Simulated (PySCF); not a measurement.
# BCl2GeH3: the cost of one run

Programs: PySCF 2.14.0, with density-fitted response routines of our own. Each step states its level of theory. These are calculated values for one molecule in the gas phase, unless marked as measured. Atoms are numbered from 0 throughout.

### Step 1. The molecule as given

7 atoms, charge 0, multiplicity 1; geometry from: GFN2-xTB. The atoms were then displaced at random by about 0.01 Å, so the start is not that level's minimum.

Bonds of the start (Å): Cl0–B1 1.70, B1–Cl2 1.70, B1–Ge3 1.98, Ge3–H4 1.50, Ge3–H5 1.50, Ge3–H6 1.50.

### Step 2. Relaxing the molecule at PBE0-D3(BJ)/def2-SVP

The job: settings as JSON, then the geometry in Å.

```
{"job": {"xc": "PBE0", "basis": "def2-SVP", "d3": "d3bj", "grid": 1, "shake": 0.01, "kind": "geom"}, "charge": 0, "multiplicity": 1}
Cl     1.876590     1.661080    -0.218180
B      1.139200     0.131830    -0.162540
Cl     2.130430    -1.238750    -0.312560
Ge    -0.813090    -0.082730     0.094520
H     -1.209610    -0.636820     1.427610
H     -1.475880    -1.041400    -0.855850
H     -1.613680     1.177690    -0.022910
```

On the command line:

```
$ OMP_NUM_THREADS=1 python probes_run.py task.json out
```

The driver reads the jobs from task.json and runs them one after another.

Q: Estimate the wall time and peak memory of this first job on 1 thread of Arm Neoverse V1, shared host.

About 22 s, with a peak of 0.41 GiB.
